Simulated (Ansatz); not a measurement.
**AlNi3: properties at the relaxed cell**

One table from this session's results is given with a row withheld; the runs are named, their logs left out.

Program: Ansatz 0.2.0. Level of theory: DFT PBEsol, scalar-relativistic, plane waves, PAW. These are calculated values, not measurements.

1 further run of the same task is left out (set aside as unsound or not needed).

## The system as given

It takes space group Fm-3m (No. 225, cubic). Conventional cell: a = 5.597 Å, b = 5.597 Å, c = 5.597 Å, α = 90.00°, β = 90.00°, γ = 90.00°. Al (site symmetry m-3m) has 8 Ni at 2.42 Å as nearest neighbours. Ni (site symmetry -43m) is surrounded by 4 Al at 2.42 Å and 4 Ni at 2.42 Å. Ni (site symmetry m-3m) has 8 Ni at 2.42 Å as nearest neighbours.

Structure file:

```cif
data_structure
_symmetry_space_group_name_H-M 'Fm-3m'
_symmetry_Int_Tables_number 225
_cell_length_a 5.5968
_cell_length_b 5.5968
_cell_length_c 5.5968
_cell_angle_alpha 90.000
_cell_angle_beta 90.000
_cell_angle_gamma 90.000
_cell_volume 175.32
loop_
_atom_site_label
_atom_site_type_symbol
_atom_site_symmetry_multiplicity
_atom_site_Wyckoff_symbol
_atom_site_fract_x
_atom_site_fract_y
_atom_site_fract_z
_atom_site_occupancy
Al1 Al 4 b 0.50000 0.00000 0.00000 1
Ni1 Ni 8 c 0.25000 0.75000 0.75000 1
Ni2 Ni 4 a 0.00000 0.00000 0.00000 1
```

It goes back to an entry of the Materials Project, which need not be the stable form.

It is the result of an earlier relaxation at this level (volume 10.96 Å³/atom; gap on the mesh: none (metal)).

Set-up of the first run:

Contents of input.yaml:

```yaml
crystal:
  lattice:
    - [0.0, 2.7984078661, 2.7984078661]
    - [2.7984078661, 0.0, 2.7984078661]
    - [2.7984078661, 2.7984078661, 0.0]
  atoms:
    - { symbol: Al, position: [0.5, 0.5, 0.5] }
    - { symbol: Ni, position: [0.25, 0.25, 0.25] }
    - { symbol: Ni, position: [0.0, 0.0, 0.0] }
    - { symbol: Ni, position: [0.75, 0.75, 0.75] }
basis:
  ecutwfc: 420
kpoints:
  mp_grid: { grid: [14, 14, 14] }
  band_path:
    path:
      - [[0.0, 0.0, 0.0], [0.5, 0.0, 0.5], [0.625, 0.25, 0.625]]
      - [[0.375, 0.375, 0.75], [0.0, 0.0, 0.0], [0.5, 0.5, 0.5], [0.5, 0.25, 0.75], [0.5, 0.0, 0.5]]
    npoints: 14
hamiltonian:
  xc: pbesol
scf:
  occupations: { method: gaussian, width: 0.1 }
  n_extra_bands: 10
output:
  forces: true
  stress: true
  eigenvalues: true
  populations: true
  dos: { projected: true, de: 0.02, nscf_kmesh: { grid: [21, 21, 21] } }
  bader: true
  write_density: true
  write_potential: true
  elf: true
  volumetric_format: npy
```

The run is started by

```
$ ansatz run input.yaml --threads 1 --pin off --max-ram 2560MiB --backend cpu --events-out ev --progress --plain --runs-dir out
```

Steps of the session up to this table: Bands, states and charges; Back to the database's cell; Volume × 0.97; Point at V/V0 = 1.03; The cell scaled to 0.94 of its volume; Volume × 1.06; Point at V/V0 = 0.91; The cell scaled to 1.10 of its volume; Point at V/V0 = 0.88.

One table of the session follows, with a row left open; its other results are not shown here.

It belongs to the step «Equation of state». 

```
volume (Å³/atom)  energy above the lowest point (meV/atom)  pressure (GPa)
           9.642                                     124.8           34.31
           9.971                                      65.9           23.47
          10.300                                      27.5           14.31
          10.629                                       6.5            6.56
          10.957                                       0.0            0.00
          11.286                                       5.9           -5.55
          11.615                                         ?               ?
          12.053                                      57.8          -15.39
```

Q: Estimate the row for volume (Å³/atom) = 11.615 from the others.

Worked estimate for «energy above the lowest point (meV/atom)». A straight line through the neighbours (11.286, 5.9) and (12.053, 57.8) gives 5.9 + (57.8 − 5.9) × (11.615 − 11.286) / (12.053 − 11.286) = 28.2; a parabola fitted to 3 rows on both sides gives 21.6.

The run gave: energy above the lowest point (meV/atom): 22.3; pressure (GPa): -10.24. In «energy above the lowest point (meV/atom)» the line misses by +5.9 and the parabola by -0.7.

Limits of these values: Spin polarisation is off in the runs that give these values; a magnetic solution could lie lower.
